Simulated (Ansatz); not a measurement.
**TiSn2Te3: from a guess to a relaxed structure**

Aim: relax a trial structure of TiSn2Te3 and see where it ends.

Program: Ansatz 0.2.0. Level of theory: DFT PBE, scalar-relativistic, plane waves, PAW. These are calculated values, not measurements.

**1. The system as given**

It takes space group P4mm (No. 99, tetragonal). Conventional cell: a = 4.529 Å, b = 4.529 Å, c = 8.981 Å, α = 90.00°, β = 90.00°, γ = 90.00°. Around Ti (site symmetry 4mm) lie 4 Te at 2.26 Å. Sn (site symmetry 2mm) has 3 Te at 2.61 to 3.26 Å and 4 Sn at 3.20 Å as nearest neighbours. Around Te (site symmetry 4mm) lie 4 Sn at 3.26 Å. Te (site symmetry 2mm) is surrounded by 2 Ti at 2.26 Å and 1 Sn at 2.61 Å.

Coordinates:

```cif
data_structure
_symmetry_space_group_name_H-M 'P4mm'
_symmetry_Int_Tables_number 99
_cell_length_a 4.5293
_cell_length_b 4.5293
_cell_length_c 8.9812
_cell_angle_alpha 90.000
_cell_angle_beta 90.000
_cell_angle_gamma 90.000
_cell_volume 184.25
loop_
_atom_site_label
_atom_site_type_symbol
_atom_site_symmetry_multiplicity
_atom_site_Wyckoff_symbol
_atom_site_fract_x
_atom_site_fract_y
_atom_site_fract_z
_atom_site_occupancy
Ti1 Ti 1 b 0.50000 0.50000 0.57515 1
Sn1 Sn 2 c 0.50000 0.00000 0.86894 1
Te1 Te 1 b 0.50000 0.50000 0.12936 1
Te2 Te 2 c 0.50000 0.00000 0.57878 1
```

A structure generator made this guess: random cell by space group and Wyckoff sites (P4mm, No. 99). The dimensions are guesses.

**2. A first look at the guess**

input.yaml

```yaml
crystal:
  lattice:
    - [4.52931774, 0.0, 0.0]
    - [0.0, 4.52931774, 0.0]
    - [0.0, 0.0, 8.98121754]
  atoms:
    - { symbol: Ti, position: [0.5, 0.5, 0.57515191] }
    - { symbol: Sn, position: [0.5, 0.0, 0.86894254] }
    - { symbol: Sn, position: [0.0, 0.5, 0.86894254] }
    - { symbol: Te, position: [0.5, 0.5, 0.12936226] }
    - { symbol: Te, position: [0.5, 0.0, 0.57878052] }
    - { symbol: Te, position: [0.0, 0.5, 0.57878052] }
basis:
  ecutwfc: 420
kpoints:
  mp_grid: { grid: [4, 4, 2] }
hamiltonian:
  xc: pbe
scf:
  occupations: { method: gaussian, width: 0.1 }
  lower_state_search: "off"
output:
  forces: true
  stress: true
  eigenvalues: true
```

Started as:

```sh
$ ansatz run input.yaml --threads 1 --pin off --max-ram 2560MiB --backend cpu --events-out ev --progress --plain --runs-dir out
```

Further runs follow: a loose first relaxation; another rough relaxation; spin check on a coarse mesh; relaxation on the finer mesh.

What does the calculation give? Wanted: conventional cell; volume; energy over the elements, grey Sn; gap on the mesh.

As calculated:

| quantity | value |
| --- | --- |
| symmetry at the end (tolerance 0.05 Å) | space group P4mm (No. 99) |
| conventional cell | a = 5.306 Å, b = 5.306 Å, c = 7.858 Å, α = 90.00°, β = 90.00°, γ = 90.00° |
| volume | 36.86 Å³/atom |
| energy over the elements, grey Sn | -0.04 eV/atom |
| gap on the mesh | none (metal) |

In words: The space group P4mm (No. 99) is kept, and the volume per atom grows by 20.0 % from the first guess. The formation energy of this structure is too near zero to say whether it is bound against the elements. No finished test with a distortion of lower symmetry is shown, so the end may be a saddle point. The runs treat Te without spin-orbit coupling. Other magnetic orders were not searched.
